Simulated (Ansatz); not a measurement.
# C3H5FSi: up Jacob's ladder to CCSD(T)

An exercise on one series of results from a longer session: the logs are not shown, and one member is left open.

Program: Ansatz 0.2.0, Gaussian basis. Level of theory: functionals in def2-TZVPP, the program's frozen cores in correlated methods. These are calculated values, not measurements.

Plan: LDA (SPW92), PBE-D4, revPBE-D4, BLYP-D4, r2SCAN-D4, B97M-V, PBE0-D4, B3LYP-D4, r2SCANh-D4, r2SCAN0-D4, HSE06-D4, BHLYP-D4, CAM-B3LYP-D4, LC-ωPBE, ωB97X-V, ωB97M-V, B2PLYP, PBE-QIDH; CCSD(T)/def2-SVP; CCSD(T)/def2-TZVPP; MP2/def2-QZVPP; extrapolation to the limit; RPA on PBE.

## Structure used throughout

All runs share one geometry, relaxed beforehand with PBE0-D4 in a triple-zeta def2 set.

SMILES `FCC#C[SiH3]`, 10 atoms, charge 0, spin multiplicity 1.

Atoms are counted from 1 here; the program's logs count them from 0.

Bond lengths: F1–C2 1.380 Å, C2–C3 1.451 Å, C2–H6 1.095 Å, C2–H7 1.095 Å, C3–C4 1.208 Å, C4–Si5 1.822 Å, Si5–H8 1.483 Å, Si5–H9 1.483 Å, Si5–H10 1.484 Å. Angles: F1–C2–C3 111.4°, F1–C2–H6 108.1°, F1–C2–H7 108.1°, C3–C2–H6 110.2°, C3–C2–H7 110.2°, H6–C2–H7 108.7°, C2–C3–C4 179.0°, C3–C4–Si5 179.6°, C4–Si5–H8 109.5°, C4–Si5–H9 109.5°, C4–Si5–H10 108.8°, H8–Si5–H9 109.7°, H8–Si5–H10 109.6°, H9–Si5–H10 109.6°.

Set-up of the first run:

The input, in.yaml:

```yaml
crystal:
  periodic: [false, false, false]
  atoms:
    - {symbol: F, position_ang: [-2.355020, -0.525420, -1.793813]}
    - {symbol: C, position_ang: [-1.073998, -0.034978, -1.942306]}
    - {symbol: C, position_ang: [-0.364904, -0.013765, -0.676952]}
    - {symbol: C, position_ang: [0.241987, 0.011624, 0.367227]}
    - {symbol: Si, position_ang: [1.146233, 0.044030, 1.948547]}
    - {symbol: H, position_ang: [-1.142756, 0.976838, -2.354590]}
    - {symbol: H, position_ang: [-0.547239, -0.671298, -2.660705]}
    - {symbol: H, position_ang: [0.462085, 0.960640, 2.892736]}
    - {symbol: H, position_ang: [1.188776, -1.323013, 2.522155]}
    - {symbol: H, position_ang: [2.527936, 0.524240, 1.700598]}
basis:
  gaussian: {orbitals: def2-TZVPP}
hamiltonian: {xc: lda}
output: {orbitals: {seedname: orbitals}}
```

On the command line:

```console
ansatz run in.yaml --threads 4 --pin off --events-out ev --progress --plain --max-ram 10444MiB
```

Steps of the session up to this table: LDA; PBE-D4 (GGA); revPBE-D4 (GGA); BLYP-D4 (GGA); r2SCAN-D4 (meta-GGA); B97M-V (meta-GGA); B3LYP-D4 (hybrid); r2SCANh-D4 (hybrid); r2SCAN0-D4 (hybrid); HSE06-D4 (hybrid); BHLYP-D4 (hybrid); CAM-B3LYP-D4 (range-separated); LC-ωPBE (range-separated); ωB97X-V (range-separated); ωB97M-V (range-separated); B2PLYP (double hybrid); PBE-QIDH (double hybrid).

One table of the session follows, with a row left open; its other results are not shown here.

It belongs to the step «Frontier levels by functional». 

```
  functional  HOMO (eV)  gap (eV)
 LDA (SPW92)      -7.00      5.18
      PBE-D4      -6.87      5.28
   revPBE-D4      -6.82      5.32
     BLYP-D4      -6.73      5.30
   r2SCAN-D4      -7.12      5.75
      B97M-V          ?         ?
     PBE0-D4      -8.10      7.47
    B3LYP-D4      -7.87      7.04
  r2SCANh-D4      -7.58      6.56
  r2SCAN0-D4      -8.26      7.77
    HSE06-D4      -7.70      6.69
    BHLYP-D4      -9.18      9.63
CAM-B3LYP-D4      -9.44      9.95
     LC-ωPBE     -10.84     12.49
     ωB97X-V     -10.45     12.01
     ωB97M-V     -10.32     11.73
```

Estimate the missing values for B97M-V.

**Answer.** HOMO (eV): -7.17; gap (eV): 5.80. In the column «HOMO (eV)» it lies between r2SCANh-D4 (-7.58) and r2SCAN-D4 (-7.12).
